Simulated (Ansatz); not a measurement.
Here is an Ansatz input file for CH₃NSe, SMILES N=C[SeH]. Write the same calculation for the Python package.

```yaml
crystal:
  periodic: [false, false, false]
  atoms:
    - { symbol: "N", position_ang: [-0.8953, -0.8099, -0.2513] }
    - { symbol: C, position_ang: [0.1627, -0.1294, -0.3125] }
    - { symbol: Se, position_ang: [1.2058, 0.0498, 1.2552] }
    - { symbol: H, position_ang: [-1.4534, -0.8541, -1.1097] }
    - { symbol: H, position_ang: [0.5069, 0.3101, -1.2606] }
    - { symbol: H, position_ang: [0.5153, 1.3696, 1.6327] }
basis:
  gaussian:
    orbitals: def2-SVP
correlation:
  method: sc_nevpt2
  active_space:
    window:
      electrons: 6
      orbitals: 6
```

Notebook, run cell by cell (the value of a cell's last expression is shown):

```python
import warnings

import ansatz as az
from ase import Atoms
```

```python
warnings.simplefilter("ignore", az.DeckWarning)

atoms = Atoms(["N", "C", "Se", "H", "H", "H"], positions=[
    (-0.8953, -0.8099, -0.2513),
    (0.1627, -0.1294, -0.3125),
    (1.2058, 0.0498, 1.2552),
    (-1.4534, -0.8541, -1.1097),
    (0.5069, 0.3101, -1.2606),
    (0.5153, 1.3696, 1.6327),
])
geometry = az.Crystal.molecule_from_ase(atoms)
```

```python
model = geometry.calculation().basis(gaussian="def2-SVP").correlation(active_electrons=6, active_orbitals=6)
for method in ["sc_nevpt2"]:
    report = (model if method is None else model.correlation(method)).run().report
    space = report["configurations"]
    state = space["states"][0]
    print(method or "casscf", f"total {report['free_energy_ev'] / 27.211386246:.6f} Ha, active-space state {state['energy']['hartree']:.6f} Ha, mean field {report['reference_energy_ev'] / 27.211386246:.6f} Ha")
    print("  determinants", state["n_determinants"], " natural occupations", [round(n, 3) for n in space["natural_occupations"]])
print("effectively unpaired electrons, sum of min(n, 2 - n):", round(sum(min(n, 2 - n) for n in space["natural_occupations"]), 3))
```

    sc_nevpt2 total -2494.013700 Ha, active-space state -2493.576170 Ha, mean field -2493.491850 Ha
      determinants 400  natural occupations [1.982, 1.973, 1.926, 0.074, 0.026, 0.018]
    effectively unpaired electrons, sum of min(n, 2 - n): 0.237

Total energies depend on the basis set; only differences at equal settings carry meaning. The geometry is a force-field or estimated start, not a minimum of this method, and the basis set is short of its limit. The active space starts as a window about the frontier orbitals and is then optimised, not chosen by chemistry. Wall time of the script: 4.2 s on 1 thread of Arm Neoverse V2, on a shared host, peak memory 0.23 GiB.

(Lines on the test bed's own set-up are left out of the output.)
